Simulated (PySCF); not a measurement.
# C3HF7 (1,1,1,2,2,3,3-heptafluoropropane): the cost of one run

Computed with PySCF 2.14.0 and routines of our own; the level stands in each step. Atoms count from 0.

## (1) The starting structure

11 atoms, charge 0, multiplicity 1; geometry from: GFN2-xTB.

## (2) Optimising the geometry at PBE0-D3(BJ)/def2-SVP

What the job is given:

```
{"job": {"xc": "PBE0", "basis": "def2-SVP", "d3": "d3bj", "grid": 2, "kind": "geom"}, "charge": 0, "multiplicity": 1}
F      1.294835     0.402270    -1.486700
C      1.306607     0.299544    -0.150738
F      1.275226     1.538627     0.357742
C      0.075368    -0.508039     0.334102
F      0.174766    -1.770606    -0.126803
F      0.104423    -0.580972     1.679180
C     -1.299514     0.076707    -0.103330
F     -1.463398     1.310393     0.360573
F     -1.406873     0.112839    -1.426593
F     -2.289213    -0.674231     0.367970
H      2.233199    -0.203863     0.168634
```

Started as:

```console
$ OMP_NUM_THREADS=1 python excited_run.py task.json out
```

This one command runs all jobs of the session in turn.

**Question.** How long does this first job take on 1 thread of Arm Neoverse V2, shared host, and how much memory does it need?

About 48 s, with a peak of 0.72 GiB.
